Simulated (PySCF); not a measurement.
**TlS+: bond curves at several levels of theory**

What are the lowest state that PBE0 finds, the bond length, vibrational wavenumber and bond energy of TlS+, and how much do these hang on the method?

Program: PySCF 2.14.0. Level of theory: Tl cc-pVDZ-PP with ECP60, S cc-pV(D+d)Z, scalar-relativistic core potentials. These are calculated values, not measurements.

**1. The job**

Settings of the job:

```
atoms                         : Tl, S
charge                        : 1
basis                         : Tl cc-pVDZ-PP with ECP60, S cc-pV(D+d)Z
Hamiltonian                   : scalar-relativistic core potentials
basis functions               : 46
electrons treated             : 36
masses in u                   : 204.9744, 31.9721
levels                        : PBE0, PBE, r²SCAN, PW91, TPSSh, TPSS, ωB97X, HF, MP2, SCS-MP2, CCSD, CCSD(T)
grid                          : 80 radial by 434 angular points
occupations                   : held fixed by the projection of orbital angular momentum
dissociation limit            : Tl+ + S, each in its ground configuration
starting distance in angstrom : 2.515
values of 2S to try           : 0, 2
```

On the command line:

```
> OMP_NUM_THREADS=1 python dia.py task.json out
```

After this run come: First curve: PBE0; Other states along the same grid; PBE (GGA); r²SCAN (meta-GGA); PW91 (GGA); TPSSh (hybrid meta-GGA); TPSS; ωB97X (range-separated hybrid); UHF; Adding correlation.

**Question.** What will these runs give? Wanted: for each run, Re; ωe; De; μ.

The runs gave:

Lowest PBE0 solution found, without spin–orbit coupling: ³Σ⁻ (triplet), unpaired electrons π ↑↑. State 2 has its PBE0 minimum 0.39 eV higher. State 3 has its PBE0 minimum 0.44 eV higher, as a spin-mixed determinant (⟨S²⟩ = 1.01), so this is no gap between pure states. State 4 has its PBE0 minimum 0.78 eV higher, as a spin-mixed determinant (⟨S²⟩ = 1.01), so this is no gap between pure states. The other levels ran on the lowest alone.

```tsv
level	Re (Å)	ωe (cm⁻¹)	De (eV)	μ (D)
UHF	3.471	83.1	0.299	-0.33
UHF-MP2	3.299	103.3	0.409	n/a
UHF-SCS-MP2	3.334	99.1	0.384	n/a
UHF-CCSD	3.321	100.8	0.395	n/a
UHF-CCSD(T)	3.301	103.9	0.414	n/a
PBE	3.199	120.5	0.59	1.08
PW91	3.187	122.5	0.61	1.13
TPSS	3.206	119.3	0.53	0.91
r²SCAN	3.191	121.2	0.55	0.91
TPSSh	3.211	117.9	0.50	0.80
PBE0	3.207	117.4	0.51	0.75
ωB97X	3.240	115.5	0.497	0.42
```

De is counted to Tl+ + S in their ground configurations. A positive dipole points from Tl to S; in an ion it is taken about the centre of mass and does not tell which atom is negative.

What this shows: The methods spread over 0.284 Å in bond length, from PW91 to UHF. CCSD(T) can't serve as the judge here: for a weak bond in this basis it is far from its limit. Among the levels with a De in the table, it runs from 0.299 eV (UHF) to 0.61 eV (PW91).

Correlated steps freeze 9 core orbitals. Spin–orbit coupling is left out, which matters for elements this heavy, above all for dissociation energies. With spin–orbit coupling the term label itself may not hold.
